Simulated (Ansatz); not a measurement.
# CH6ClNSn: the cost of one run

The runs use Ansatz 0.2.0, Gaussian basis; the settings change from run to run.

## (1) The relaxed structure

An earlier PBE0-D4 in a triple-zeta def2 set relaxation fixed the geometry. Sn takes a core potential in def2 sets; no spin-orbit term is included.

SMILES `[CH3][SnH]([NH2])[Cl]`, 10 atoms, charge 0, spin multiplicity 1.

Atoms are counted from 1 here; the program's logs count them from 0.

Bond lengths: C1–Sn2 2.124 Å, C1–H5 1.089 Å, C1–H6 1.090 Å, C1–H7 1.090 Å, Sn2–N3 2.006 Å, Sn2–Cl4 2.345 Å, Sn2–H8 1.705 Å, N3–H9 1.009 Å, N3–H10 1.009 Å. Angles: Sn2–C1–H5 109.4°, Sn2–C1–H6 108.8°, Sn2–C1–H7 110.4°, H5–C1–H6 109.0°, H5–C1–H7 109.6°, H6–C1–H7 109.6°, C1–Sn2–N3 110.8°, C1–Sn2–Cl4 105.2°, C1–Sn2–H8 118.4°, N3–Sn2–Cl4 106.3°, N3–Sn2–H8 110.6°, Cl4–Sn2–H8 104.5°, Sn2–N3–H9 116.6°, Sn2–N3–H10 117.1°, H9–N3–H10 109.9°.

## (2) r2SCAN50/def2-SVP

Set apart from the defaults: D3(BJ) dispersion, high accuracy.

File in.yaml:

```yaml
crystal:
  periodic: [false, false, false]
  atoms:
    - {symbol: C, position_ang: [-0.898965, 1.310841, 0.082739]}
    - {symbol: Sn, position_ang: [0.011866, -0.489428, -0.579990]}
    - {symbol: N, position_ang: [1.392085, -1.114053, 0.734483]}
    - {symbol: Cl, position_ang: [-1.698869, -2.092333, -0.549499]}
    - {symbol: H, position_ang: [-1.768857, 1.525878, -0.536867]}
    - {symbol: H, position_ang: [-1.221365, 1.182037, 1.116060]}
    - {symbol: H, position_ang: [-0.192625, 2.139135, 0.021121]}
    - {symbol: H, position_ang: [0.626983, -0.551357, -2.169159]}
    - {symbol: H, position_ang: [1.566691, -0.513497, 1.526081]}
    - {symbol: H, position_ang: [2.266056, -1.448322, 0.358034]}
basis:
  gaussian: {orbitals: def2-SVP}
hamiltonian: {xc: {name: r2SCAN50}, dispersion: d3bj}
accuracy: high
output: {forces: true}
```

On the command line:

```
$ ansatz run in.yaml --threads 4 --pin off --events-out ev --progress --plain --max-ram 10444MiB
```

Q: Estimate wall time and peak memory on 4 threads of Arm Neoverse V1, shared host.

About 9 s, with a peak of 0.52 GiB.
